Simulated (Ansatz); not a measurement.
**BH3Se: geometry optimisation**

Aim: relax BH3Se at this level.

Method: RKS PBE0-D4/def2-TZVPD; program: Ansatz 0.2.0.

1 further run of the same task is left out (set aside as unsound or not needed).

**1. Starting geometry**

SMILES `B[SeH]`, 5 atoms, charge 0, spin multiplicity 1.

Atoms are counted from 1 here; the program's logs count them from 0.

Bond lengths: B1–Se2 1.911 Å, B1–H3 1.207 Å, B1–H4 1.209 Å, Se2–H5 1.488 Å. Angles: Se2–B1–H3 121.2°, Se2–B1–H4 115.1°, H3–B1–H4 123.7°, B1–Se2–H5 97.5°.

As a file:

```
B    -0.11791   -0.64131    0.04304
Se    1.04665    0.86231   -0.14430
H    -1.31349   -0.49879    0.12260
H     0.43353   -1.71693    0.07283
H     0.00112    1.92122   -0.13566
```

**2. Relaxation**

The input, input.yaml:

```yaml
crystal:
  periodic: [false, false, false]
  atoms:
    - { symbol: B, position_ang: [-0.117912, -0.641309, 0.043036] }
    - { symbol: Se, position_ang: [1.046647, 0.862314, -0.144303] }
    - { symbol: H, position_ang: [-1.313488, -0.498791, 0.122596] }
    - { symbol: H, position_ang: [0.433531, -1.716931, 0.072828] }
    - { symbol: H, position_ang: [0.001122, 1.921216, -0.135658] }
basis:
  gaussian: { orbitals: def2-TZVPD }
hamiltonian:
  xc: pbe0
  dispersion: d4
output:
  forces: true
relax:
  f_tol: 0.003
  max_steps: 120
```

The run is started by

```sh
$ ansatz run input.yaml --threads 1 --pin off --max-ram 2560MiB --backend cpu --events-out ev --progress --plain --runs-dir out
```

What does the calculation give? Wanted: energy gained; root mean square move; dipole moment.

**Answer**, as computed:

```
             quantity      value
        energy gained  0.0127 eV
root mean square move    0.015 Å
        dipole moment     0.66 D
```

Bond lengths: B1–Se2 1.899 Å, B1–H3 1.189 Å, B1–H4 1.191 Å, Se2–H5 1.470 Å. Angles: Se2–B1–H3 121.0°, Se2–B1–H4 115.7°, H3–B1–H4 123.3°, B1–Se2–H5 97.7°. No frequencies were computed here.
